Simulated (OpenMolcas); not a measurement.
**Rh³⁺ among point charges: CASSCF and CASPT2 levels and susceptibility**

How does a field of 8 point charges split the states of Rh³⁺, and what χT follows?

Method: state-averaged CASSCF and CASPT2, spin-orbit coupling by RASSI with atomic mean-field integrals. Code: OpenMolcas 26.06.

### Step 1. The atom as given

```
Species                           : Rh³⁺ (rhodium, Z = 45, 42 electrons)
Basis                             : ANO-RCC-VTZP [7s6p4d2f1g], 68 functions
Scalar Hamiltonian                : DKH2, point nucleus
Inactive shells                   : 1s 2s 2p 3s 3p 3d 4s 4p
Active space                      : 6 electrons in 5 orbitals (4d)
Some configurations of this space : 4d⁶
Orbitals                          : optimised for each spin and parity, averaged over all roots
```

The outer shells:

4d6
```
4d [↑↓][↑ ][↑ ][↑ ][↑ ]
```

The ion sits among 8 point charges of -0.6 e arranged as a cube (Oh), 2.14 Å from the ion.

The work runs as a chain of OpenMolcas steps in one folder; each step below is one input file. Labels, J, g values, rates, χT and fits are worked out afterwards by a script from the matrices that RASSI stores. The input lists half of the charges; inversion (Group=XYZ) makes the rest.

### Step 2. GATEWAY and SEWARD: basis and integrals

a.inp reads:

```
&GATEWAY
Coord
1

Rh 0.0 0.0 0.0
Basis=ANO-RCC-VTZP
Group=XYZ
NoMove
AngMom=0.0 0.0 0.0
AMFI
XField
4 Angstrom 0
1.235530 1.235530 1.235530 -0.600000
1.235530 1.235530 -1.235530 -0.600000
1.235530 -1.235530 1.235530 -0.600000
1.235530 -1.235530 -1.235530 -0.600000
&SEWARD
```

Command:

```sh
OMP_NUM_THREADS=1 MOLCAS_MEM=1689 MOLCAS_PROJECT=a pymolcas a.inp > a.log
```

### Step 3. CASSCF: quintets of even parity, 5 roots

a.inp reads:

```
&RASSCF
FileOrb=start.orb
Symmetry=1
Spin=5
nActEl=6 0 0
Inactive=9 9
Ras2=5 0
CIRoot=5 5 1
SDav=5
CIMx=300
Iter=120 100
PrWF=0.3
OrbListing=Nothing
MaxOrb=0
>>> COPY $Project.JobIph JOB001
```

start.orb holds the contracted functions of the basis, ordered by shell, or the orbitals of the step before.

### Step 4. CASSCF: triplets of even parity, 45 roots

a.inp reads:

```
&RASSCF
FileOrb=start.orb
Symmetry=1
Spin=3
nActEl=6 0 0
Inactive=9 9
Ras2=5 0
CIRoot=45 45 1
SDav=45
CIMx=300
Iter=120 100
PrWF=0.3
OrbListing=Nothing
MaxOrb=0
>>> COPY $Project.JobIph JOB002
```

### Step 5. Reference wave functions, singlets of even parity, 50 roots

a.inp reads:

```
&RASSCF
FileOrb=start.orb
Symmetry=1
Spin=1
nActEl=6 0 0
Inactive=9 9
Ras2=5 0
CIRoot=50 50 1
SDav=50
CIMx=300
Iter=120 100
PrWF=0.3
OrbListing=Nothing
MaxOrb=0
>>> COPY $Project.JobIph JOB003
```

### Step 6. State interaction with spin-orbit coupling

a.inp reads:

```
&RASSI
NrOfJobIphs=3 5 45 50
1 2 3 4 5
1 2 3 4 5 6 7 8 9 10 11 12 13 14 15 16 17 18 19 20 21 22 23 24 25 26 27
28 29 30 31 32 33 34 35 36 37 38 39 40 41 42 43 44 45
1 2 3 4 5 6 7 8 9 10 11 12 13 14 15 16 17 18 19 20 21 22 23 24 25 26 27
28 29 30 31 32 33 34 35 36 37 38 39 40 41 42 43 44 45 46 47 48 49 50
IphNames
JOB001
JOB002
JOB003
EJob
SpinOrbit
DIPRint=1.0
SOCoupling=1000.0
Subsets=2
Property=9
'ANGMOM' 1 'ANGMOM' 2 'ANGMOM' 3 'MLTPL  1' 1 'MLTPL  1' 2 'MLTPL  1' 3
'AMFI' 1 'AMFI' 2 'AMFI' 3
SOProperty=3
'ANGMOM' 1 'ANGMOM' 2 'ANGMOM' 3
```

### Step 7. CASPT2: IPEA 0.25, imaginary shift 0.1 (closed shells correlated: 4s 4p)

a.inp reads:

```
>>> COPY JOB001 $Project.JobIph
&CASPT2
Multistate=5 1 2 3 4 5
NoMult
Frozen=8 6
IPEA=0.25
Imaginary=0.1
MaxIter=60
WThr=0.0 0.3 0.05
PrWF=0.5
NoMix
>>> COPY JOB002 $Project.JobIph
&CASPT2
Multistate=45 1 2 3 4 5 6 7 8 9 10 11 12 13 14 15 16 17 18 19 20 21 22
23 24 25 26 27 28 29 30 31 32 33 34 35 36 37 38 39 40 41 42 43 44 45
NoMult
Frozen=8 6
IPEA=0.25
Imaginary=0.1
MaxIter=60
WThr=0.0 0.3 0.05
PrWF=0.5
NoMix
>>> COPY JOB003 $Project.JobIph
&CASPT2
Multistate=50 1 2 3 4 5 6 7 8 9 10 11 12 13 14 15 16 17 18 19 20 21 22
23 24 25 26 27 28 29 30 31 32 33 34 35 36 37 38 39 40 41 42 43 44 45 46
47 48 49 50
NoMult
Frozen=8 6
IPEA=0.25
Imaginary=0.1
MaxIter=60
WThr=0.0 0.3 0.05
PrWF=0.5
NoMix
```

(Steps that only read results are left out.)

What does the calculation give? Wanted: spin-free ground state; first state of the same spin within the active space; lowest level; next level.

**Answer**, as computed:

| quantity | value |
| --- | --- |
| method | SS-CASPT2, IPEA 0.25, imaginary shift 0.1 (closed shells correlated: 4s 4p) |
| spin-free ground state | 5E, 2-fold in its orbital part |
| first state of the same spin within the active space | 5T2 at 1630 cm⁻¹ |
| lowest level | 1-fold A1 |
| next level | 92.5 cm⁻¹ |
| χT at 300 K | 5.02 cm³ K/mol |
| effective moment at 300 K | 6.34 μB |

Cost by method:

```csv
method,time of its own steps,time with the reference
A. CASSCF,23 s,23 s
"B. SS-CASPT2, IPEA 0.25, imaginary shift 0.1, +4s 4p",13 s,36 s
```

Times are of one thread on a shared host.

What this shows: The spin-free ground state (5E) comes to 100 % from free-ion D terms and keeps the highest spin of the shell. χT at 300 K is 5.02, against 3.01 cm³ K/mol for the spin alone, so orbital moment adds to it. An active space of the d shell alone favours high spin; real ions in strong fields can be low spin. CASPT2 does not keep the components of a term degenerate, and the means are used. An orbital doublet at a regular site is open to a Jahn-Teller distortion, which this geometry leaves out. The field of point charges can differ much from that of real complexes. With metal d orbitals alone active, the gaps between spin states are rough; where two lie within a few thousand cm-1, their order is open. Point charges carry no covalency, so the field is a model and not that of real ligands.
